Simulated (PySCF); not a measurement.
# C₃H₇FP₂Si: excited-state relaxation

Computed with PySCF 2.14.0 and routines of our own; the level stands in each step. Atoms count from 0.

### Step 1. The starting structure

14 atoms, charge 0, multiplicity 1; geometry from: GFN2-xTB.

### Step 2. Optimising the geometry at BHandHLYP/def2-SVP

The job: settings as JSON, then the geometry in Å.

```
{"job": {"xc": "BHandHLYP", "basis": "def2-SVP", "grid": 1, "kind": "geom"}, "charge": 0, "multiplicity": 1}
C     -3.105099    -0.550587     0.045636
C     -1.704123    -0.335043    -0.220902
C     -0.535668    -0.162497    -0.465192
Si     1.254687     0.143516    -0.804831
F      1.365824     0.312019    -2.415044
P      2.075263     2.093149    -0.005272
P      2.441503    -1.708812    -0.304259
H     -3.273465    -1.587605     0.333874
H     -3.435565     0.102575     0.852821
H     -3.687281    -0.332602    -0.849129
H      1.721194     1.821114     1.307220
H      0.906873     2.798410    -0.242629
H      2.312352    -1.542471     1.065181
H      3.662826    -1.051640    -0.324618
```

Launch:

```bash
$ OMP_NUM_THREADS=1 python excited_run.py task.json out
```

The driver reads the jobs from task.json and runs them one after another.

**Question.** How long does this first job take on 1 thread of Arm Neoverse V2, shared host, and how much memory does it need?

About 53 s, with a peak of 0.61 GiB.
